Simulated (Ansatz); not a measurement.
# AlBFH4NO: geometry and vibrations

What shape does AlBFH4NO take? The plan is to relax it, then compute its harmonic vibrations to see whether it is a minimum and to get the zero-point energy and entropy, and look at its orbitals and charge.

Program: Ansatz 0.2.0, Gaussian basis. Level of theory: RKS PBE0-D4/def2-TZVP. These are calculated values, not measurements.

Levels to be run: relaxation at PBE-D4/def2-SVP; relaxation at PBE0-D4/def2-TZVP; harmonic vibrations at the same level; a single point in def2-TZVPP for the fields.

### Step 1. The system as given

9 atoms, charge 0, spin multiplicity 1.

Atoms are counted from 1 here; the program's logs count them from 0.

Bond lengths: O1–B2 1.461 Å, O1–H6 1.043 Å, B2–F3 1.475 Å, B2–N4 1.521 Å, N4–Al5 1.961 Å, N4–H7 1.010 Å, Al5–H8 1.559 Å, Al5–H9 1.650 Å. Angles: B2–O1–H6 103.1°, O1–B2–F3 121.8°, O1–B2–N4 115.8°, F3–B2–N4 122.4°, B2–N4–Al5 104.4°, B2–N4–H7 110.8°, Al5–N4–H7 105.6°, N4–Al5–H8 120.7°, N4–Al5–H9 119.1°, H8–Al5–H9 119.4°.

The start is a force-field geometry with small random shifts, so a cheaper pass at PBE-D4/def2-SVP comes first.

### Step 2. Relaxation at PBE-D4/def2-SVP (cheap first pass)

in.yaml

```yaml
crystal:
  periodic: [false, false, false]
  atoms:
    - {symbol: O, position_ang: [1.308600, 1.455600, -0.915800]}
    - {symbol: B, position_ang: [0.400700, 0.325200, -1.098500]}
    - {symbol: F, position_ang: [-0.628000, 0.317900, -2.155900]}
    - {symbol: N, position_ang: [0.639800, -0.869100, -0.186800]}
    - {symbol: Al, position_ang: [-0.913700, -0.886200, 1.010100]}
    - {symbol: H, position_ang: [0.768400, 2.094100, -0.292000]}
    - {symbol: H, position_ang: [1.439600, -0.711100, 0.409100]}
    - {symbol: H, position_ang: [-1.729900, -2.194500, 1.237000]}
    - {symbol: H, position_ang: [-1.196900, 0.421900, 1.975600]}
basis:
  gaussian: {orbitals: def2-SVP}
hamiltonian: {xc: pbe, dispersion: d4}
relax: {f_tol: 0.03, max_steps: 200}
```

Command:

```bash
> ansatz run in.yaml --threads 2 --pin off --events-out ev --progress --plain --max-ram 4352MiB
```

Output (excerpt; [...] marks lines left out):

```text
Functional definition: PBE
  name "PBE"
  cite "Perdew, Burke & Ernzerhof, Phys. Rev. Lett. 77, 3865 (1996) doi:10.1103/PhysRevLett.77.3865"
  parent pbe
[...]
1042 factors; their error is unknown
[...]
mean field -13576.26302546 eV, -498.9184638639 hartree, gradient 4.0e-5 eV, S^2 0.000000; 0 other end points of the search recorded, 0 dependent functions left out
[...]
reference -13576.26306708 eV, -498.9184653936 hartree; 23, 23 occupied and 71, 71 virtual orbitals, 1042 factors
relax step   1: F+E_penalty+E_count = -13576.41987467 eV  Δ(F+E_penalty+E_count) = +0.000e0 eV  max|allowed force component| = 3.482e0 eV/Å  Δτ_max = 0.0000 Å  (28 SCF iters, accepted)
[...]
relax step   7: F+E_penalty+E_count = -13577.79148048 eV  Δ(F+E_penalty+E_count) = -1.286e-1 eV  max|allowed force component| = 9.087e-1 eV/Å  Δτ_max = 0.2000 Å  (27 SCF iters, accepted)
[...]
relax step  13: F+E_penalty+E_count = -13578.15185537 eV  Δ(F+E_penalty+E_count) = -8.173e-3 eV  max|allowed force component| = 2.057e-1 eV/Å  Δτ_max = 0.0751 Å  (28 SCF iters, accepted)
[...]
relax step  19: F+E_penalty+E_count = -13578.23552115 eV  Δ(F+E_penalty+E_count) = -3.221e-2 eV  max|allowed force component| = 7.028e-1 eV/Å  Δτ_max = 0.1921 Å  (28 SCF iters, accepted)
[...]
relax step  24: F+E_penalty+E_count = -13578.33317430 eV  Δ(F+E_penalty+E_count) = -1.248e-3 eV  max|allowed force component| = 1.320e-1 eV/Å  Δτ_max = 0.0369 Å  (27 SCF iters, accepted)
[...]
relax step  25: F+E_penalty+E_count = -13578.33353169 eV  Δ(F+E_penalty+E_count) = -3.574e-4 eV  max|allowed force component| = 1.142e-2 eV/Å  Δτ_max = 0.0135 Å  (28 SCF iters, accepted)
1042 factors; their error is unknown
mean field -13578.17679661 eV, -498.9887936566 hartree, gradient 1.4e-5 eV, S^2 0.000000; 1 other end points of the search recorded, 0 dependent functions left out
[...]
reference -13578.17683635 eV, -498.9887951171 hartree; 23, 23 occupied and 71, 71 virtual orbitals, 1042 factors
Total energy: -13578.33357143 eV, -498.9945550251 hartree
Atom 0 at     1.562227     1.106450    -1.285230 Å, force    -0.001673     0.003329    -0.001636 eV/Å
Atom 1 at     0.434057     0.779985    -0.576749 Å, force     0.008070    -0.011420     0.000479 eV/Å
Atom 2 at    -0.575714     1.682091    -0.492244 Å, force    -0.003213     0.004466     0.001787 eV/Å
Atom 3 at     0.307023    -0.488909     0.069569 Å, force     0.000773     0.004814    -0.001954 eV/Å
Atom 4 at    -1.060358    -1.148810     1.060282 Å, force     0.002513    -0.001196    -0.001249 eV/Å
Atom 5 at     1.494207     2.000958    -1.663770 Å, force    -0.000455    -0.001316     0.000757 eV/Å
Atom 6 at     1.130552    -1.085710    -0.068555 Å, force    -0.004163     0.002312     0.000841 eV/Å
Atom 7 at    -0.845382    -2.627822     1.622705 Å, force    -0.000952    -0.000838     0.001967 eV/Å
Atom 8 at    -2.358013    -0.264432     1.316791 Å, force    -0.000900    -0.000148    -0.000993 eV/Å
Dipole moment:     0.195851     0.023080    -0.108712 e Å
```

Run time: 51 s. Hardware: 2 threads of Arm Neoverse V1, shared host.

Along the way: (the energy doesn't fall at every step)

```csv
step,energy from step 1 (eV),largest force component (eV/Å)
1,0.0000,3.4825
2,-0.6956,1.6079
3,-0.9026,1.3897
4,-1.0094,0.6988
5,-1.1305,0.5095
6,-1.2430,1.0058
7,-1.3716,0.9087
8,-1.5065,0.7907
9,-1.5981,1.6213
10,-1.6130,1.6091
11,-1.7238,0.2401
12,-1.7012,0.2681
13,-1.7320,0.2057
14,-1.7346,0.2254
15,-1.7363,0.0490
16,-1.7377,0.0812
17,-1.7554,0.5965
18,-1.7834,0.6997
19,-1.8156,0.7028
20,-1.8773,0.4258
21,-1.9055,0.2194
22,-1.8843,0.7759
23,-1.9121,0.0605
24,-1.9133,0.1320
25,-1.9137,0.0114
```

Distances of close pairs at the start and the end, largest changes first:

```csv
bond,before (Å),after (Å),change (Å)
N4–Al5,1.961,1.813,-0.148
B2–F3,1.475,1.357,-0.119
B2–N4,1.521,1.430,-0.092
O1–B2,1.461,1.372,-0.090
O1–H6,1.043,0.974,-0.070
Al5–H9,1.650,1.591,-0.059
Al5–H8,1.559,1.597,+0.038
N4–H7,1.010,1.026,+0.017
```

### Step 3. Optimising with PBE0-D4/def2-TZVP

in.yaml

```yaml
crystal:
  periodic: [false, false, false]
  atoms:
    - {symbol: O, position_ang: [1.562227, 1.106450, -1.285230]}
    - {symbol: B, position_ang: [0.434057, 0.779985, -0.576749]}
    - {symbol: F, position_ang: [-0.575714, 1.682091, -0.492244]}
    - {symbol: N, position_ang: [0.307023, -0.488909, 0.069569]}
    - {symbol: Al, position_ang: [-1.060358, -1.148810, 1.060282]}
    - {symbol: H, position_ang: [1.494207, 2.000958, -1.663770]}
    - {symbol: H, position_ang: [1.130552, -1.085710, -0.068555]}
    - {symbol: H, position_ang: [-0.845382, -2.627822, 1.622705]}
    - {symbol: H, position_ang: [-2.358013, -0.264432, 1.316791]}
basis:
  gaussian: {orbitals: def2-TZVP}
hamiltonian: {xc: pbe0, dispersion: d4}
relax: {f_tol: 0.005, max_steps: 150}
```

Same command.

Output (excerpt; [...] marks lines left out):

```text
Functional definition: PBE0
  name "PBE0"
  cite "Adamo & Barone, J. Chem. Phys. 110, 6158 (1999) doi:10.1063/1.478522"
  cite "Perdew, Burke & Ernzerhof, Phys. Rev. Lett. 77, 3865 (1996) doi:10.1103/PhysRevLett.77.3865"
  parent pbe
[...]
1086 factors; their error is unknown
[...]
mean field -13589.76961687 eV, -499.4148219431 hartree, gradient 5.8e-5 eV, S^2 0.000000; 0 other end points of the search recorded, 0 dependent functions left out
[...]
reference -13589.76965287 eV, -499.4148232661 hartree; 23, 23 occupied and 162, 162 virtual orbitals, 1086 factors
relax step   1: F+E_penalty+E_count = -13589.90139263 eV  Δ(F+E_penalty+E_count) = +0.000e0 eV  max|allowed force component| = 6.089e-1 eV/Å  Δτ_max = 0.0000 Å  (27 SCF iters, accepted)
[...]
Total energy: -13589.92900017 eV, -499.4206791715 hartree
Atom 0 at     1.544528     1.102875    -1.280216 Å, force     0.000031    -0.000068    -0.000027 eV/Å
Atom 1 at     0.430166     0.771050    -0.568523 Å, force    -0.000434    -0.000257     0.000310 eV/Å
Atom 2 at    -0.569544     1.668285    -0.477207 Å, force    -0.000050     0.000186     0.000004 eV/Å
Atom 3 at     0.303230    -0.484016     0.069926 Å, force     0.000006     0.000554    -0.000299 eV/Å
Atom 4 at    -1.047719    -1.140487     1.049326 Å, force     0.000233    -0.000358    -0.000029 eV/Å
Atom 5 at     1.491508     1.984059    -1.657102 Å, force    -0.000020     0.000015     0.000007 eV/Å
Atom 6 at     1.111934    -1.075882    -0.065400 Å, force     0.000257    -0.000323     0.000101 eV/Å
Atom 7 at    -0.838126    -2.604089     1.614106 Å, force    -0.000135     0.000037     0.000075 eV/Å
Atom 8 at    -2.337379    -0.267992     1.297890 Å, force     0.000112     0.000214    -0.000142 eV/Å
Dipole moment:     0.151053    -0.024310    -0.064760 e Å
```

Run time: 40 s. Hardware: 2 threads of Arm Neoverse V1, shared host.

Relaxation path:

```csv
step,energy from step 1 (eV),largest force component (eV/Å)
1,0.0000,0.6089
2,-0.0243,0.1978
3,-0.0274,0.0412
4,-0.0275,0.0256
5,-0.0275,0.0245
6,-0.0276,0.0090
7,-0.0276,0.0057
8,-0.0276,0.0006
```

Close pairs (by a distance rule), those that changed most:

```csv
bond,before (Å),after (Å),change (Å)
N4–Al5,1.813,1.793,-0.020
B2–N4,1.430,1.414,-0.016
N4–H7,1.026,1.011,-0.015
Al5–H9,1.591,1.577,-0.014
Al5–H8,1.597,1.583,-0.014
O1–H6,0.974,0.960,-0.014
B2–F3,1.357,1.346,-0.010
O1–B2,1.372,1.363,-0.008
```

Mulliken charges of the relaxed molecule (report file):

```csv
atom,value (e)
O1,-0.44
B2,0.38
F3,-0.28
N4,-0.40
Al5,0.36
H6,0.33
H7,0.23
H8,-0.10
H9,-0.08
```

### Step 4. Force constants and modes

in.yaml

```yaml
crystal:
  periodic: [false, false, false]
  atoms:
    - {symbol: O, position_ang: [1.544528, 1.102875, -1.280216]}
    - {symbol: B, position_ang: [0.430166, 0.771050, -0.568523]}
    - {symbol: F, position_ang: [-0.569544, 1.668285, -0.477207]}
    - {symbol: N, position_ang: [0.303230, -0.484016, 0.069926]}
    - {symbol: Al, position_ang: [-1.047719, -1.140487, 1.049326]}
    - {symbol: H, position_ang: [1.491508, 1.984059, -1.657102]}
    - {symbol: H, position_ang: [1.111934, -1.075882, -0.065400]}
    - {symbol: H, position_ang: [-0.838126, -2.604089, 1.614106]}
    - {symbol: H, position_ang: [-2.337379, -0.267992, 1.297890]}
basis:
  gaussian: {orbitals: def2-TZVP}
hamiltonian: {xc: pbe0, dispersion: d4}
phonons: {temperatures: {t_min: 298.15, t_max: 900, t_step: 200}}
```

Same command.

Output (excerpt; [...] marks lines left out):

```text
Functional definition: PBE0
  name "PBE0"
  cite "Adamo & Barone, J. Chem. Phys. 110, 6158 (1999) doi:10.1063/1.478522"
  cite "Perdew, Burke & Ernzerhof, Phys. Rev. Lett. 77, 3865 (1996) doi:10.1103/PhysRevLett.77.3865"
  parent pbe
[...]
1086 factors; their error is unknown
[...]
mean field -13589.79668864 eV, -499.4158168124 hartree, gradient 5.7e-5 eV, S^2 0.000000; 0 other end points of the search recorded, 0 dependent functions left out
[...]
reference -13589.79672456 eV, -499.4158181326 hartree; 23, 23 occupied and 162, 162 virtual orbitals, 1086 factors
[...]
1086 factors; their error is unknown
mean field -13589.79660443 eV, -499.4158137179 hartree, gradient 9.7e-7 eV, S^2 0.000000; 0 other end points of the search recorded, 0 dependent functions left out
[...]
reference -13589.79664036 eV, -499.4158150382 hartree; 23, 23 occupied and 162, 162 virtual orbitals, 1086 factors
[...]
Atom 1 at     0.430166     0.771050    -0.568523 Å, force    -0.000436    -0.000257     0.000311 eV/Å
Atom 2 at    -0.569544     1.668285    -0.477207 Å, force    -0.000054     0.000187     0.000006 eV/Å
Atom 3 at     0.303230    -0.484016     0.069926 Å, force    -0.000018     0.000563    -0.000290 eV/Å
Atom 4 at    -1.047719    -1.140487     1.049326 Å, force     0.000237    -0.000353    -0.000034 eV/Å
Atom 5 at     1.491508     1.984059    -1.657102 Å, force    -0.000020     0.000014     0.000008 eV/Å
Atom 6 at     1.111934    -1.075882    -0.065400 Å, force     0.000274    -0.000334     0.000097 eV/Å
Atom 7 at    -0.838126    -2.604089     1.614106 Å, force    -0.000135     0.000039     0.000074 eV/Å
Atom 8 at    -2.337379    -0.267992     1.297890 Å, force     0.000115     0.000212    -0.000142 eV/Å
Dipole moment:     0.151053    -0.024309    -0.064760 e Å
Vibrations: 97.92 133.28 171.16 370.63 435.55 500.57 559.68 608.96 661.70 699.35 722.26 783.52 930.14 1011.81 1179.33 1403.34 1478.47 1940.35 1966.64 3602.21 3898.68 cm⁻¹, zero-point energy 1.435461 eV
```

Wall time 2.8 min (2 threads of Arm Neoverse V1, shared host).

Motions are named by where the mode's potential energy lies. Wavenumbers, unscaled:

```csv
mode,cm⁻¹,motion
1,98,torsion
2,133,bend
3,171,torsion
4,371,bend
5,436,bend
6,501,torsion
7,560,bend
8,609,torsion with out-of-plane bend
9,662,torsion
10,699,torsion
11,722,bend with Al–N stretch
12,784,bend
13,930,"mixed, led by B–F stretch"
14,1012,bend
15,1179,bend with B–O stretch
16,1403,B–F stretch with bend
17,1478,B–N and B–O stretch
18,1940,Al–H stretch
19,1967,Al–H stretch
20,3602,N–H stretch
21,3899,O–H stretch
```

Ideal gas, rigid rotor and harmonic oscillator at 298.15 K and 1 bar, with symmetry number 1:

```csv
term,value
zero-point energy,138.5 kJ/mol
H(298) − E,158.2 kJ/mol
"entropy, translation",165.1 J/(mol K)
"entropy, rotation",111.2 J/(mol K)
"entropy, vibration",57.8 J/(mol K)
"entropy, total",334.0 J/(mol K)
```

### Step 5. Fields at the relaxed geometry

in.yaml, as its differences from that of step 4:

```diff
@@ -13,4 +13,4 @@
 basis:
-  gaussian: {orbitals: def2-TZVP}
+  gaussian: {orbitals: def2-TZVPP}
 hamiltonian: {xc: pbe0, dispersion: d4}
-phonons: {temperatures: {t_min: 298.15, t_max: 900, t_step: 200}}
+output: {orbitals: {seedname: orbitals}}
```

Launched as before.

Output:

```text
Functional definition: PBE0
  name "PBE0"
  cite "Adamo & Barone, J. Chem. Phys. 110, 6158 (1999) doi:10.1063/1.478522"
  cite "Perdew, Burke & Ernzerhof, Phys. Rev. Lett. 77, 3865 (1996) doi:10.1103/PhysRevLett.77.3865"
  parent pbe
  parameter a = 0.25
  parameter kappa = 0.804
  parameter beta = 0.06672455060314922
  exchange = (1 - a)*pbe_x(kappa = kappa, mu = beta*pi^2/3) + a*exact_x
  correlation = pbe_c(beta = beta)
1167 factors; their error is unknown
mean field evaluation 1: about -13579.7497 eV, gradient 7.7e1 eV
mean field evaluation 2: about -13562.0614 eV, gradient 1.1e2 eV
mean field evaluation 4: about -13589.7370 eV, gradient 8.8e0 eV
mean field evaluation 8: about -13589.8393 eV, gradient 9.7e-2 eV
mean field evaluation 16: about -13589.8699 eV, gradient 2.1e-5 eV
mean field -13589.86993771 eV, -499.4185086663 hartree, gradient 2.1e-5 eV, S^2 0.000000; 0 other end points of the search recorded, 0 dependent functions left out
reference -13589.86997373 eV, -499.4185099900 hartree; 23, 23 occupied and 199, 199 virtual orbitals, 1167 factors
Total energy: -13590.00224929 eV, -499.4233710270 hartree
```

Run time: 3.8 s. Hardware: 2 threads of Arm Neoverse V1, shared host.

Orbitals, density, ELF and potential are computed afterwards from the orbital file.

Frontier orbitals at PBE0-D4/def2-TZVPP, with the share of their density that lies nearest to each atom:

```csv
orbital,energy (eV),lies on
HOMO-1,-8.53,"H8, H9 about 44 % each; Al5 10 %"
HOMO,-8.31,N4 65 %; O1 12 %; H7 8 %
LUMO,-1.09,"Al5 47 %; H8, H9 about 20 % each; N4 7 %"
```

ELF in a plane through or near 9 of the atoms.

Values, 10 rows by 14 columns:
```
0.00 0.00 0.00 0.00 0.00 0.00 0.00 0.00 0.00 0.00 0.00 0.00 0.00 0.00
0.00 0.00 0.00 0.00 0.00 0.01 0.00 0.00 0.05 0.36 0.19 0.00 0.00 0.00
0.00 0.00 0.00 0.00 0.11 0.42 0.40 0.02 0.69 1.00 1.00 0.52 0.00 0.00
0.00 0.00 0.00 0.00 0.28 0.67 0.79 0.10 0.89 1.00 1.00 0.54 0.01 0.00
0.00 0.00 0.19 0.82 0.17 0.44 0.39 0.17 0.10 0.34 0.28 0.11 0.02 0.00
0.00 0.00 0.20 0.92 0.42 0.38 0.57 0.34 0.48 0.69 0.70 0.99 0.83 0.01
0.00 0.00 0.02 0.50 0.89 0.31 0.41 0.83 0.48 0.30 1.00 1.00 0.98 0.01
0.00 0.00 0.00 0.19 0.48 0.02 0.46 0.98 0.13 0.09 0.99 0.99 0.58 0.00
0.00 0.00 0.00 0.00 0.00 0.00 0.01 0.08 0.00 0.00 0.04 0.02 0.00 0.00
0.00 0.00 0.00 0.00 0.00 0.00 0.00 0.00 0.00 0.00 0.00 0.00 0.00 0.00
```
The map spans 11.3 Å across and 8.6 Å up, centred on the molecule. Atoms in the plane (x, y in Å): O1 (-2.2, -0.5), B2 (-1.0, 0.1), F3 (-1.1, 1.5), N4 (0.2, -0.5), Al5 (1.9, 0.1), H6 (-3.0, 0.1), H7 (0.1, -1.5), H8 (3.0, -0.9), H9 (2.1, 1.7).

On the surface of density 0.002 e/bohr³ the electrostatic potential runs, from the 1st to the 99th percentile, from -1.02 V near O1 to 3.04 V near Al5.

### Step 6. Summary of results

```
                  quantity            value
               point group               Cs
                     steps           25 + 8
shift from the start (rms)          1.142 Å
              total energy   -13589.9290 eV
           dispersion term         -132 meV
             dipole moment           0.80 D
lowest, highest wavenumber    98, 3899 cm⁻¹
         zero-point energy     138.5 kJ/mol
       entropy at 298.15 K  334.0 J/(mol K)
                HOMO, LUMO  -8.31, -1.09 eV
```

The relaxed geometry lies 1.14 Å (rms) from the start; the bond that changed most is N4–Al5, from 1.961 to 1.793 Å. No mode is imaginary: a true minimum at this level. The stiffest mode, 3899 cm⁻¹, is an O–H stretch, and 3 modes under 200 cm⁻¹ make the vibrational entropy uncertain. Harmonic hybrid wavenumbers usually lie a few per cent above measured fundamentals. The largest Mulliken charge, -0.44 e, sits on O1. The HOMO lies mostly on N4 65 %; O1 12 % and the LUMO on Al5 47 %; H8, H9 about 20 % each.
